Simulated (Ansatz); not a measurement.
Task: a calculation of the elastic constants of CdTe, space group F-43m, with Ansatz 0.2.0, Python API. Give the script and its output. Use: PBE, PAW, cutoff 476 eV, 6×6×6 k-points, fixed occupations.

```
Cd Te
1.0
     0.00000    3.20500    3.20500
     3.20500    0.00000    3.20500
     3.20500    3.20500    0.00000
Cd Te
1 1
Direct
  0.00000 0.00000 0.00000
  0.25000 0.25000 0.25000
```

`cdte.py`:
```python
"""Elastic constants of CdTe."""

import ansatz
import numpy as np


def main() -> None:
    xtal = (
        ansatz.Lattice.fcc(6.41)
        .space_group(216)
        .atom("Cd", [0.0, 0.0, 0.0])
        .atom("Te", [0.25, 0.25, 0.75])
        .primitive()
    )

    job = xtal.calculation()
    job = job.functional("pbe")
    job = job.basis(35 * ansatz.Ry)
    job = job.occupations("Fixed").kpoints(6, 6, 6)
    done = job.elastic("relaxed_ion").run()
    elastic = done.elastic

    C = np.asarray(elastic.c_gpa)
    for i in range(6):
        for j in range(i, 6):
            if abs(C[i, j]) > 0.05:
                print(f"C{i + 1}{j + 1} = {C[i, j]:.1f} GPa")
    print("smallest eigenvalue of C:", round(elastic.stability.min_eigenvalue_gpa, 1), "GPa; tensor positive definite:", elastic.stability.min_eigenvalue_gpa > 0)
    # averaged moduli need a positive definite tensor
    if elastic.stability.min_eigenvalue_gpa > 0:
        m = elastic.moduli
        anisotropy = 5 * m.g_voigt_gpa / m.g_reuss_gpa + m.k_voigt_gpa / m.k_reuss_gpa - 6
        print(f"Voigt K {m.k_voigt_gpa:.1f} G {m.g_voigt_gpa:.1f}; Reuss K {m.k_reuss_gpa:.1f} G {m.g_reuss_gpa:.1f}; universal anisotropy index {anisotropy:.3f}")


if __name__ == "__main__":
    main()
```

```console
$ python cdte.py
C11 = 63.1 GPa
C12 = 50.0 GPa
C13 = 50.0 GPa
C22 = 63.1 GPa
C23 = 50.0 GPa
C33 = 63.1 GPa
C44 = 17.2 GPa
C55 = 17.2 GPa
C66 = 17.2 GPa
smallest eigenvalue of C: 13.1 GPa; tensor positive definite: True
Voigt K 54.4 G 12.9; Reuss K 54.4 G 10.4; universal anisotropy index 1.196
```

Caveats:
- Under fixed occupations the level called the Fermi level is the highest filled one on the SCF mesh; off the mesh a filled band can lie a little above it.
- A positive definite tensor excludes instabilities under uniform strain alone; phonons elsewhere in the zone can still be imaginary.
- Of the deposited cell: the entry's cell lengths or inner coordinates differ somewhat from later room-temperature determinations.
- The structure is a deposited one; some such entries were measured under pressure or heat, so a shift against it needn't be the functional's error alone.
- The constants belong to the cell that was strained; where it wasn't relaxed first it may be under stress.
- Wall time of the script: 110 s on 1 thread of Arm Neoverse V1 (shared host), peak memory 0.51 GiB.

(A comment or docstring line of the script was reworded after the run, the code is as it ran.)
